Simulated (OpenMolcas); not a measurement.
# One shape, several levels: CH2FNSi (SMILES FC1=N[SiH2]1)

Aim: a comparison of 6 runs (HF/def2-SVP, HF/6-311++G(2d,2p), B3LYP/def2-SVP, PBE0/def2-SVP, TPSS/def2-SVP, MP2/6-311+G**) of CH2FNSi. 

The results are computed with OpenMolcas 26.06.

2 further runs of the same task are left out: 2 set aside as unsound or not needed.

### Step 1. The molecule

The species is CH2FNSi (6 atoms), meant as a singlet with charge 0. As SMILES, `FC1=N[SiH2]1`. The shape is that of a PBE0-D4/def2-TZVP optimisation.

Bond lengths: F1–C2 1.313 Å, C2–N3 1.261 Å, C2–Si4 1.766 Å, N3–Si4 1.801 Å, Si4–H5 1.477 Å, Si4–H6 1.477 Å. Angles: F1–C2–N3 128.8°, F1–C2–Si4 160.4°, N3–C2–Si4 70.8°, C2–N3–Si4 67.8°, C2–Si4–N3 41.4°, C2–Si4–H5 122.2°, C2–Si4–H6 122.2°, N3–Si4–H5 118.8°, N3–Si4–H6 118.8°, H5–Si4–H6 113.7°.

### Step 2. Energy and gradient at HF/def2-SVP (run 1)

coord.xyz reads:

```xyz
6

F      1.423100    -1.608300     0.851500
C      0.513000    -0.815400     0.333600
N     -0.624100    -1.110900    -0.124500
Si    -0.284400     0.654600    -0.233900
H      0.001700     1.243400    -1.557500
H     -0.987300     1.572700     0.684600
```

job.input reads:

```
>>> EXPORT MOLCAS_PRINT=2

&GATEWAY
  BasLib=$CurrDir
  Coord=coord.xyz
  Basis=def2-SVP
  Group=NoSym

&SEWARD

&SCF
  Thresholds=1e-10 1e-07 1e-07 1e-05
  PrOrbitals=0

&ALASKA
```

The basis set def2-SVP is read from a file made from the Basis Set Exchange's data (not shown).

Command:

```sh
$ export MOLCAS_MEM=1860
$ pymolcas job.input > job.log
```

The program printed:

```text
--- Start Module: gateway ---
[...]
--- Stop Module: gateway /rc=_RC_ALL_IS_WELL_ ---
[...]
      Basis functions           70
[...]
--- Start Module: scf ---
[...]
       Convergence after  16 Iterations
[...]
::    Total SCF energy                               -481.5349477846
[...]
      Total spin, S                                     0.0000000000
[...]
      Total electronic charge=   38.000000
      Total            charge=   -0.000000
[...]
      Dipole Moment (debye):
      Origin of the operator (angstrom)=    0.2067   -0.4633    0.1469
                   X=  3.7120E-02               Y=  3.4099E+00               Z= -4.8431E-01           Total=  3.4443E+00
      Quadrupole Moment (debye*angstrom):
[...]
--- Stop Module: scf /rc=_RC_ALL_IS_WELL_ ---
[...]
--- Start Module: alaska ---
[...]
 *              Molecular gradients               *
 **************************************************
  Irreducible representation: a
 ------------------------------------------------------------------------------------------
                              X                       Y                       Z
 ------------------------------------------------------------------------------------------
  F1                1.14715756037551E-02   -8.90334726078379E-03    6.37133496434750E-03
  C2                1.18755172703136E-02    1.52921529588669E-02    2.97912772294051E-03
  N3               -2.62238686172420E-02   -1.37559509333318E-02   -9.54390109985770E-03
  SI4               4.78027989929553E-03    6.35769395418251E-03    1.16400321539345E-03
  H5                6.48242685926337E-04   -3.40326142271863E-05   -4.10409469779793E-03
  H6               -2.55174684194293E-03    1.04348389538744E-03    3.13352989493287E-03
 ------------------------------------------------------------------------------------------
[...]
```

It took 4.8 s on 1 thread of Arm Neoverse V1, shared host; peak memory 0.41 GiB.

### Step 3. Energy and forces at HF/6-311++G(2d,2p) (RICD fitting) (run 2)

mol.input reads:

```
* CH2FNSi Hartree-Fock

&GATEWAY
 BasLib = $CurrDir
 Coord
 6
 angstrom
 F        1.423100      -1.608300       0.851500
 C        0.513000      -0.815400       0.333600
 N       -0.624100      -1.110900      -0.124500
 Si      -0.284400       0.654600      -0.233900
 H        0.001700       1.243400      -1.557500
 H       -0.987300       1.572700       0.684600
 Basis = 6-311ppG2d2p
 Group = NoSym
 RICD
 aCD

&SEWARD

&SCF
 PrOrbitals = 1 1

&ALASKA
```

The basis set 6-311++G(2d,2p) is read from a file made from the Basis Set Exchange's data (not shown).

Command:

```sh
$ export MOLCAS_MEM=1860
$ pymolcas mol.input > mol.log
```

The program printed:

```text
--- Start Module: gateway ---
[...]
--- Stop Module: gateway /rc=_RC_ALL_IS_WELL_ ---
[...]
      Basis functions          136
[...]
--- Start Module: scf ---
[...]
       Convergence after  13 Iterations
[...]
::    Total SCF energy                               -481.8552457659
[...]
      Total spin, S                                     0.0000000000
[...]
      Total electronic charge=   38.000000
      Total            charge=   -0.000000
[...]
      Dipole Moment (debye):
      Origin of the operator (angstrom)=    0.2067   -0.4633    0.1469
                   X= -1.2111E-02               Y=  3.4893E+00               Z= -5.1767E-01           Total=  3.5275E+00
      Quadrupole Moment (debye*angstrom):
[...]
--- Stop Module: scf /rc=_RC_ALL_IS_WELL_ ---
[...]
--- Start Module: alaska ---
[...]
 *              Molecular gradients               *
 **************************************************
  Irreducible representation: a
 ------------------------------------------------------------------------------------------
                              X                       Y                       Z
 ------------------------------------------------------------------------------------------
  F1                1.17520699706528E-02   -8.27168381957755E-03    6.40238274768734E-03
  C2                1.34990856262087E-02    9.80669881821594E-03    4.50050162157911E-03
  N3               -2.66510912049647E-02   -1.68743458442080E-02   -9.27452640358251E-03
  SI4               3.98747265130961E-03    1.17059802872106E-02    3.02446877573637E-05
  H5                9.07967014158850E-04    1.07784649292331E-03   -5.81267599831925E-03
  H6               -3.49550405733012E-03    2.55550406541616E-03    4.15407334487261E-03
 ------------------------------------------------------------------------------------------
[...]
```

It took 9 s on 1 thread of Arm Neoverse V1, shared host; peak memory 0.25 GiB.

### Step 4. Energy and gradient at B3LYP/def2-SVP (run 3)

mol.input reads:

```
>>> EXPORT MOLCAS_PRINT=2
&GATEWAY
BasLib=$CurrDir
Coord
6
angstrom
F        1.423100      -1.608300       0.851500
C        0.513000      -0.815400       0.333600
N       -0.624100      -1.110900      -0.124500
Si      -0.284400       0.654600      -0.233900
H        0.001700       1.243400      -1.557500
H       -0.987300       1.572700       0.684600
Basis=def2-SVP
Group=NoSym
&SEWARD
GridInput
Grid=UltraFine
End of Grid
&SCF
KSDFT=B3LYP
Thresholds=1e-10 1e-07 1e-07 1e-05
PrOrbitals=0
&ALASKA
```

The basis set def2-SVP is read from a file made from the Basis Set Exchange's data (not shown).

Command:

```sh
$ export MOLCAS_MEM=1860
$ pymolcas mol.input > mol.log
```

The program printed:

```text
--- Start Module: gateway ---
[...]
--- Stop Module: gateway /rc=_RC_ALL_IS_WELL_ ---
[...]
      Basis functions           70
[...]
--- Start Module: scf ---
[...]
       Convergence after  15 Iterations
[...]
::    Total KS-DFT energy                            -483.1058537359
[...]
      Total spin, S                                     0.0000000000
[...]
      Total electronic charge=   38.000000
      Total            charge=   -0.000000
[...]
      Dipole Moment (debye):
      Origin of the operator (angstrom)=    0.2067   -0.4633    0.1469
                   X=  1.4969E-01               Y=  2.5169E+00               Z= -3.0352E-01           Total=  2.5395E+00
      Quadrupole Moment (debye*angstrom):
[...]
--- Stop Module: scf /rc=_RC_ALL_IS_WELL_ ---
[...]
--- Start Module: alaska ---
[...]
 *              Molecular gradients               *
 **************************************************
  Irreducible representation: a
 ------------------------------------------------------------------------------------------
                              X                       Y                       Z
 ------------------------------------------------------------------------------------------
  F1               -4.73220050144540E-03    2.98385738102525E-03   -2.52249061323528E-03
  C2               -4.70984829750520E-03    4.06205265684845E-03   -2.68313475969517E-03
  N3                7.13957240959751E-03    9.42707644361462E-03    1.76618359673153E-03
  SI4               1.62425049124604E-03   -1.44954659727006E-02    2.83328024314322E-03
  H5               -1.73055540268363E-04   -8.23872971452033E-04    1.47176873349952E-03
  H6                8.51281438406293E-04   -1.15364753749025E-03   -8.65607200413621E-04
 ------------------------------------------------------------------------------------------
[...]
```

It took 19 s on 1 thread of Arm Neoverse V1, shared host; peak memory 0.41 GiB.

Runs 4 to 5 aren't shown in full; the table further down has their settings and results.

### Step 5. The energy at MP2/6-311+G(d,p) (run 6)

mol.xyz reads:

```xyz
6

F      1.423100    -1.608300     0.851500
C      0.513000    -0.815400     0.333600
N     -0.624100    -1.110900    -0.124500
Si    -0.284400     0.654600    -0.233900
H      0.001700     1.243400    -1.557500
H     -0.987300     1.572700     0.684600
```

test.input reads:

```
&GATEWAY
 BasLib
 $CurrDir
 Coord
 mol.xyz
 Basis
 6-311pGss
 Group
 NoSym

&SEWARD

&SCF
 Thresholds
 1e-10 1e-07 1e-07 1e-05
 PrOrbitals
 1 2

&MBPT2
 Frozen
 8
```

The basis set 6-311+G** is read from a file made from the Basis Set Exchange's data (not shown).

Command:

```sh
$ export MOLCAS_MEM=1860
$ pymolcas test.input > test.log
```

The program printed:

```text
--- Start Module: gateway ---
[...]
--- Stop Module: gateway /rc=_RC_ALL_IS_WELL_ ---
[...]
      Basis functions          108
[...]
--- Start Module: scf ---
[...]
       Convergence after  15 Iterations
[...]
::    Total SCF energy                               -481.8417725928
[...]
      Total spin, S                                     0.0000000000
[...]
      Total electronic charge=   38.000000
      Total            charge=   -0.000000
[...]
      Dipole Moment (debye):
      Origin of the operator (angstrom)=    0.2067   -0.4633    0.1469
                   X= -2.4388E-02               Y=  3.6828E+00               Z= -5.5150E-01           Total=  3.7239E+00
      Quadrupole Moment (debye*angstrom):
[...]
--- Stop Module: scf /rc=_RC_ALL_IS_WELL_ ---
[...]
--- Start Module: mbpt2 ---
[...]
WARNING!
Default frozen orbitals as non valence orbitals is overwritten by user input.
Default values:   5
[...]
       Reference weight ( Cref**2 )         =        0.84150
::    Total MBPT2 energy                             -482.4484516648
[...]
      Total MBPT2 calculations                           0.49      0.57
--- Stop Module: mbpt2 /rc=_RC_ALL_IS_WELL_ ---
[...]
```

Run time: 13 s. Hardware: 1 thread of Arm Neoverse V1, shared host; peak memory 0.63 GiB.

### Step 6. Overview of the runs

```tsv
run	level	integral approximation	SCF convergence threshold	energy (Eh)	dipole moment (D) of the reference	HOMO energy (eV)	LUMO energy (eV)	wall time
1	HF/def2-SVP	none	1e-10	-481.534948	3.44	-10.69	2.53	4.8 s
2	HF/6-311++G(2d,2p) (RICD fitting)	RICD aCD	–	-481.855246	3.53	-10.72	1.16	9 s
3	B3LYP/def2-SVP	none	1e-10	-483.105854	2.54	-7.21	-0.95	19 s
4	PBE0/def2-SVP	none	1e-10	-482.763173	2.59	-7.48	-0.78	20 s
5	TPSS/def2-SVP	none	1e-10	-483.141082	2.29	-6.21	-1.45	27 s
6	MP2/6-311+G**	none	1e-10	-482.448452	3.72	-10.72	1.14	13 s
```

### Step 7. Results

| quantity | value |
| --- | --- |
| run 6: total energy | -482.44845 Eh |
| run 6: dipole moment (mean-field density) | 3.72 D |
| run 6: HOMO energy (Hartree–Fock orbitals) | -10.72 eV |
| run 6: LUMO energy (Hartree–Fock orbitals) | 1.14 eV |
| run 6: HOMO–LUMO gap (Hartree–Fock orbitals) | 11.86 eV |
| run 6: correlation energy (8 core orbitals frozen) | -606.7 mEh |

**Reading.** Over runs 1, 2, 3, 4, 5 the dipole moment (its size) runs from 2.29 D (TPSS/def2-SVP) to 3.53 D (HF/6-311++G(2d,2p)). The two ends differ in method and basis. Over runs 1, 2, 3, 4, 5 the HOMO–LUMO gap runs from 4.76 eV (TPSS/def2-SVP) to 13.21 eV (HF/def2-SVP). Exact exchange widens orbital gaps. Totals of different functionals can't be ranked against each other. All runs together took 93 s, the longest 27 s.
